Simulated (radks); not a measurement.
**Ni²⁰⁺ in [He] 2s2 2p2 3d2: an all-electron calculation**

What are the levels of the nickel ion Ni20+, how large are its shells, and how does its energy divide?

The numbers are computed with radks (a radial shooting solver on a logarithmic mesh, Libxc functionals) version 1 (scalar-relativistic Kohn-Sham, exchange-only B88, spin-polarised, spherical densities, point nucleus; open shells are filled with parallel spins first), except any that are marked as measured or tabulated.

**1. The atom as given**

| Quantity | Value |
| --- | --- |
| element | nickel (Z = 28) |
| charge | +20 |
| electrons | 8 |
| configuration | [He] 2s2 2p2 3d2 |

Outer shells as boxes (Hund's rule):

Ni²⁰⁺
```
[He] core
2s [↑↓]
2p [↑ ][↑ ][  ]
3d [↑ ][↑ ][  ][  ][  ]
```

**2. Self-consistent calculation**

The run's settings:

```text
Z 28
configuration [He] 2s2 2p2 3d2 3s0 3p0
relativity scalar-relativistic
functional b88,
spin polarised
nucleus point
c 137.035999084
```

**Question.** What will this run give?

As calculated:

| quantity | value |
| --- | --- |
| total energy | -1152.61178 hartree |
| exchange-correlation share of it | 2.87 % |
| −T/E | 1.0175 |
| highest occupied level | 3d up, -687.10 eV |
| most extended occupied level | 3d up, <r> = 0.464 bohr |
| radius at density 0.001 e/bohr³ | 1.23 bohr |
| maxima of the radial density | 2 |

What this shows: The radial density shows 2 maxima for 3 occupied principal shells; where shells overlap, one shows as a shoulder or not at all. −T/E is 1.018: with relativity the kinetic term as defined here no longer equals −E. This is not the tabulated ground configuration, so its levels and sizes aren't those of the ground state, and no measured value stands beside it.
